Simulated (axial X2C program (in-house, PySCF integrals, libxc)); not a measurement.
# Linear FSnF⁻ at several levels

The task here is to estimate one member of a computed series from the others.

Computed with an in-house X2C program for linear molecules on PySCF integrals. Level: all-electron X2C, two-component (2c) or spin-free, F dyall-av3z, Sn dyall-v3z.

All values are calculated.

2 further runs of the same task are left out: 2 set aside as unsound or not needed.

Set-up of the first run:

task.json reads:

```json
{"zs": [9, 50, 9], "q": -1, "bas": ["dyall-av3z", "dyall-v3z", "dyall-av3z"], "r0": [2.04, 2.04], "symm": 1, "scan": ["PBE0", "HF", "BHandHLYP"], "levels": ["PBE0", "HF", "r2SCAN"], "nst": 2}
```

Keys: zs atomic numbers; q charge; bas basis sets; r0 starting distance in Å; symm equal bonds; scan levels of the two-bond scan (MP2 follows by itself at each HF point); levels methods; nst determinants followed.

Started as:

```
$ python solin.py task.json out
```

Masses F 18.998, Sn 119.902, F 18.998 u.

Among the steps run: Scan at PBE0, 2c; Scan at HF, 2c; Scan at BHandHLYP, 2c.

One table of the session follows, with a row left open; its other results are not shown here.

```
               level  lower stretch (cm⁻¹)  upper stretch (cm⁻¹)
            PBE0, 2c                 340.9                 364.2
              HF, 2c                 309.6                 356.7
       BHandHLYP, 2c                     ?                     ?
             MP2, 2c                 345.7                 366.6
     PBE0, spin-free                 343.4                 366.1
       HF, spin-free                 312.4                 358.7
BHandHLYP, spin-free                 335.4                 366.8
      MP2, spin-free                 348.1                 368.5
```

Q: Estimate the row for BHandHLYP, 2c from the others.

As computed: lower stretch (cm⁻¹): 332.8; upper stretch (cm⁻¹): 364.7. In the column «lower stretch (cm⁻¹)» it lies between HF, spin-free (312.4) and BHandHLYP, spin-free (335.4).

Scans not shown above were run alike.

Limits of these values: For an anion the highest level of a functional can be positive, and the basis then holds the extra electron. The molecule was held linear; bending was not examined, so a bent shape may lie lower. Note: functional without a current term on a determinant with orbital currents, of the molecule or an atom.
